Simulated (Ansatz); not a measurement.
# CH₇BOSi₂: one species, many methods

Aim: compute CH₇BOSi₂ with functionals from several rungs and with coupled cluster. The yardstick is the atomisation energy at the CCSD(T) limit.

The runs use Ansatz 0.2.0, Gaussian basis; functionals in def2-TZVPP, the program's frozen cores in correlated methods.

Levels to be run: LDA (SPW92), PBE-D4, revPBE-D4, BLYP-D4, r2SCAN-D4, B97M-V, PBE0-D4, B3LYP-D4, r2SCANh-D4, r2SCAN0-D4, HSE06-D4, BHLYP-D4, CAM-B3LYP-D4, LC-ωPBE, ωB97X-V, ωB97M-V, B2PLYP, PBE-QIDH; CCSD(T)/def2-SVP; CCSD(T)/def2-TZVPP; MP2/def2-QZVPP; extrapolation to the limit; RPA on PBE.

**1. The geometry**

All runs share one geometry, relaxed beforehand with PBE0-D4 in a triple-zeta def2 set.

12 atoms, charge 0, spin multiplicity 1.

Atoms are counted from 1 here; the program's logs count them from 0.

Bond lengths: O1–B2 1.340 Å, O1–H6 0.961 Å, B2–Si3 1.948 Å, B2–C4 1.533 Å, Si3–C4 1.919 Å, Si3–H7 1.485 Å, Si3–H8 1.483 Å, C4–Si5 1.861 Å, C4–H9 1.091 Å, Si5–H10 1.488 Å, Si5–H11 1.489 Å, Si5–H12 1.487 Å. Angles: B2–O1–H6 113.2°, O1–B2–Si3 156.1°, O1–B2–C4 136.8°, Si3–B2–C4 65.7°, B2–Si3–C4 46.7°, B2–Si3–H7 120.4°, B2–Si3–H8 127.3°, C4–Si3–H7 116.5°, C4–Si3–H8 114.8°, H7–Si3–H8 111.8°, B2–C4–Si3 67.6°, B2–C4–Si5 114.8°, B2–C4–H9 122.1°, Si3–C4–Si5 110.2°, Si3–C4–H9 125.0°, Si5–C4–H9 110.9°, C4–Si5–H10 111.6°, C4–Si5–H11 109.2° and more.

Coordinates:

```xyz
12
CH7BOSi2
O    -1.7574    1.6313    0.7630
B    -1.0423    0.5176    0.5537
Si   -0.7286   -1.4018    0.4393
C     0.4366    0.1150    0.5979
Si    1.3651    0.3810   -0.9925
H    -2.7056    1.4898    0.6985
H    -0.8682   -2.2588    1.6435
H    -0.5345   -2.2085   -0.7904
H     1.0707    0.3297    1.4596
H     1.8617    1.7788   -1.1108
H     0.4545    0.1156   -2.1407
H     2.5249   -0.5450   -1.0872
```

**2. LDA**

This LDA is Slater exchange with PW92 correlation.

in.yaml

```yaml
crystal:
  periodic: [false, false, false]
  atoms:
    - {symbol: O, position_ang: [-1.757354, 1.631335, 0.763043]}
    - {symbol: B, position_ang: [-1.042326, 0.517625, 0.553728]}
    - {symbol: Si, position_ang: [-0.728580, -1.401794, 0.439313]}
    - {symbol: C, position_ang: [0.436581, 0.115028, 0.597933]}
    - {symbol: Si, position_ang: [1.365079, 0.381011, -0.992535]}
    - {symbol: H, position_ang: [-2.705621, 1.489783, 0.698493]}
    - {symbol: H, position_ang: [-0.868180, -2.258767, 1.643481]}
    - {symbol: H, position_ang: [-0.534493, -2.208518, -0.790426]}
    - {symbol: H, position_ang: [1.070692, 0.329750, 1.459578]}
    - {symbol: H, position_ang: [1.861708, 1.778776, -1.110830]}
    - {symbol: H, position_ang: [0.454510, 0.115599, -2.140698]}
    - {symbol: H, position_ang: [2.524883, -0.545027, -1.087178]}
basis:
  gaussian: {orbitals: def2-TZVPP}
hamiltonian: {xc: lda}
output: {orbitals: {seedname: orbitals}}
```

Command:

```sh
> ansatz run in.yaml --threads 4 --pin off --events-out ev --progress --plain --max-ram 10444MiB
```

Further steps of the session: PBE-D4 (GGA); revPBE-D4 (GGA); BLYP-D4 (GGA); r2SCAN-D4 (meta-GGA); B97M-V (meta-GGA); B3LYP-D4 (hybrid); r2SCANh-D4 (hybrid); r2SCAN0-D4 (hybrid); HSE06-D4 (hybrid); BHLYP-D4 (hybrid); CAM-B3LYP-D4 (range-separated); LC-ωPBE (range-separated); ωB97X-V (range-separated); ωB97M-V (range-separated); B2PLYP (double hybrid); PBE-QIDH (double hybrid); CCSD(T) in def2-SVP; CCSD(T) in def2-TZVPP; MP2 in def2-QZVPP; RPA on PBE orbitals.

**Question.** What will the summary of the whole plan be? Wanted: atomisation energy, CCSD(T)/CBS; farthest beyond LDA; mean size of error, GGA; mean size of error, meta-GGA; mean size of error, hybrid; mean size of error, range-separated; mean size of error, double hybrid; gap, smallest and largest; T1 diagnostic.

**Answer**, as computed:

```
                               quantity                                                                     value
        atomisation energy, CCSD(T)/CBS                                                                 43.511 eV
    functionals within 0.218 eV (0.5 %)  PBE0-D4, B3LYP-D4, r2SCANh-D4, HSE06-D4, CAM-B3LYP-D4, LC-ωPBE, PBE-QIDH
                    farthest beyond LDA                                                      BHLYP-D4 (-0.945 eV)
                mean size of error, GGA                                                                  0.400 eV
           mean size of error, meta-GGA                                                                  0.380 eV
             mean size of error, hybrid                                                                  0.225 eV
    mean size of error, range-separated                                                                  0.210 eV
      mean size of error, double hybrid                                                                  0.353 eV
              gap, smallest and largest                                 3.42 eV (LDA (SPW92)), 10.36 eV (LC-ωPBE)
                          T1 diagnostic                                                                    0.0140
triples share of the correlation energy                                                                     4.0 %
```

In words: The LDA atomisation energy is off by 5.896 eV (14 %): it overbinds. PBE-D4 misses by +0.544 eV. Double hybrids carry the basis error of their MP2 part in triple zeta, and no dispersion term here, so their miss is partly the set-up's. Taken by rung, range-separated functionals do best (0.210 eV on average) and GGA ones worst beyond LDA (0.400 eV). meta-GGA functionals lie within the reference's doubt of that worst mean (0.380 eV), so those two tie. The gap between the best rungs is small, so their order is not settled. Misses under about 0.218 eV are within the doubt on the reference itself, which lacks core-valence correlation, relativity and higher excitations. Hartree-Fock recovers 74 % of the binding; the rest is correlation. CCSD(T) in def2-SVP is off by -2.452 eV, which most functionals beat. Orbital gaps span 3.4 to 10.4 eV; exact exchange widens them.
